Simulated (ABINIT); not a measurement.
Input of an ABINIT 10.8.3 (patched build) run:

The input run.abi:

```
# Pseudopotentials
pp_dirpath "./"
pseudos "Br.upf"

# Structure
acell 3*1.0 Angstrom
rprim
     3.3632500000    -2.3225500000     0.0000000000
     3.3632500000     2.3225500000     0.0000000000
     0.0000000000     0.0000000000     8.7023000000
ntypat 1
znucl 35
natom 4
typat 1 1 1 1
xred
     0.3651000000     0.6349000000     0.3901000000
     0.1349000000     0.8651000000     0.8901000000
     0.6349000000     0.3651000000     0.6099000000
     0.8651000000     0.1349000000     0.1099000000
chkprim 0
chksymtnons 0
tolsym 1.0e-6

# Plane-wave basis
ecut 18.0

# k points
kptopt 1
ngkpt 5 5 2
nshiftk 1
shiftk 0.0 0.0 0.0

# Exchange and correlation
ixc 11

# Bands and occupations
nband 18
occopt 3
tsmear 0.05 eV

# SCF cycle
nstep 100
tolvrs 1.0e-10

# Output
iomode 3
prtwf 0
prtden 0
prteig 0
prtebands 0
enunit 2
prtvol 2
```

Potentials or basis: PseudoDojo NC SR PBE v0.4.1 standard.

The run is started by

```sh
$ mpirun --bind-to none -np 4 abinit run.abi > log 2>&1
```

Estimate the pressure.

1.4 GPa.

Predict the band gap on the k mesh.

1.87 eV, indirect (least direct gap 1.89 eV).

Stress tensor (GPa, compression positive):
```
0.80 0.00 0.00
0.00 0.89 0.00
0.00 0.00 2.65
```

Caveat: an odd mesh through Γ misses points on the zone boundary, where band edges often lie. A hybrid or GW would open this gap; PBE tends to underestimate it.
